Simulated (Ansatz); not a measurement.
Task: a geometry optimisation of C2H5NSi, SMILES C=C1N[SiH2]1, with Ansatz 0.2.0 through its Python package. Give the script and its output. Level of theory: PBE0, cc-pVDZ basis, multiplicity 1.

```xyz
9

C    -0.0623    1.2453   -1.0394
C    -0.0465    0.3336   -0.1520
N     0.6466   -0.0274    0.8976
Si   -0.5090   -1.1383    0.5307
H    -0.8566    1.2755   -1.8539
H     0.5811    2.1415   -1.0216
H     1.6242   -0.3610    0.6366
H     0.1810   -2.3876    0.2256
H    -1.4699   -1.1279    1.7592
```

Script `run_opt.py`:
```python
'''Geometry optimisation of C2H5NSi.'''

import ansatz as az
from ase import Atoms
import numpy as np
import pandas as pd


def main() -> None:
    atoms = Atoms(['C', 'C', 'N', 'Si', 'H', 'H', 'H', 'H', 'H'], positions=[
        (-0.0623, 1.2453, -1.0394),
        (-0.0465, 0.3336, -0.152),
        (0.6466, -0.0274, 0.8976),
        (-0.509, -1.1383, 0.5307),
        (-0.8566, 1.2755, -1.8539),
        (0.5811, 2.1415, -1.0216),
        (1.6242, -0.361, 0.6366),
        (0.181, -2.3876, 0.2256),
        (-1.4699, -1.1279, 1.7592),
    ])
    system = az.Crystal.molecule_from_ase(atoms)

    model = (
        system.calculation()
        .basis(gaussian='cc-pVDZ')
        .functional('PBE0')
    )
    symbols = [site.symbol for site in system.cartesian_sites]
    start = np.array([site.position_ang for site in system.cartesian_sites], dtype=float)
    def progress(event):
        if event['event'] == 'relax_step':
            row = event['data']
            print(f'step {row["step"]:3d}  E = {row["lagrangian_ev"]:.6f} eV  largest force component {row["allowed_force_max_ev_ang"]:.4f} eV/A')


    summary = model.relax(force_tolerance=0.01).session().plan().execute(on_event=progress).report
    end = np.array(summary['positions_ang'])

    print(f'E = {summary["free_energy_ev"]:.6f} eV = {summary["free_energy_ev"] / 27.211386246:.7f} Ha')
    print('converged:', summary['converged'], ' doubts:', summary['published_state_doubts'] or 'none')

    print('final positions (A) and the move of each atom')
    for symbol, xyz, old in zip(symbols, end, start):
        print(f'{symbol:2s} {xyz[0]:10.5f} {xyz[1]:10.5f} {xyz[2]:10.5f}   {np.linalg.norm(xyz - old):7.4f}')

    charges = summary['charge_distribution']
    table = pd.DataFrame({'atom': symbols, 'mulliken': charges['mulliken_charges_e'], 'lowdin': charges['lowdin_charges_e']})
    print(table.round(3).to_string())
    print('dipole (e A):', np.round(charges['dipole_moment_e_ang'], 4) + 0.0)


if __name__ == '__main__':
    main()
```

```console
$ python run_opt.py
step   1  E = -11512.032438 eV  largest force component 7.5154 eV/A
step   2  E = -11513.160937 eV  largest force component 3.1992 eV/A
step   3  E = -11513.421037 eV  largest force component 0.7596 eV/A
step   4  E = -11513.375511 eV  largest force component 1.4775 eV/A
step   5  E = -11513.479391 eV  largest force component 0.2581 eV/A
step   6  E = -11513.491498 eV  largest force component 0.2318 eV/A
step   7  E = -11513.494090 eV  largest force component 0.2453 eV/A
step   8  E = -11513.430583 eV  largest force component 0.5621 eV/A
step   9  E = -11513.484940 eV  largest force component 0.7876 eV/A
step  10  E = -11513.500637 eV  largest force component 0.0640 eV/A
step  11  E = -11513.501891 eV  largest force component 0.0247 eV/A
step  12  E = -11513.502067 eV  largest force component 0.0186 eV/A
step  13  E = -11513.502079 eV  largest force component 0.0095 eV/A
E = -11513.502105 eV = -423.1133982 Ha
converged: True  doubts: none
final positions (A) and the move of each atom
C    -0.08208    1.28395   -1.11340    0.0858
C    -0.05870    0.35290   -0.15867    0.0238
N     0.77408   -0.00762    0.91130    0.1297
Si   -0.49143   -1.21524    0.68341    0.1719
H    -0.89526    1.30969   -1.83843    0.0539
H     0.70164    2.04434   -1.18457    0.2248
H     1.78936    0.05093    0.87538    0.5040
H    -0.18369   -2.50898    0.00550    0.4429
H    -1.46533   -1.35628    1.80228    0.2325
  atom  mulliken  lowdin
0    C    -0.098  -0.094
1    C    -0.012  -0.228
2    N    -0.304   0.177
3   Si     0.316   0.215
4    H     0.045   0.017
5    H     0.033   0.014
6    H     0.108   0.002
7    H    -0.048  -0.052
8    H    -0.041  -0.050
dipole (e A): [ 0.1295 -0.2967  0.0699]
```

Total energies depend on the basis set; only differences at equal settings carry meaning. The end point is the stationary point reached from this start; no frequency run checks that it is a minimum, and the basis set is modest. The Löwdin charges here are taken after orthogonalising the functions within each atom; they differ from plain Löwdin charges, and their signs can be unphysical. Wall time of the script: 48 s on 1 thread of Arm Neoverse V1, with other jobs on the host, peak memory 0.27 GiB.
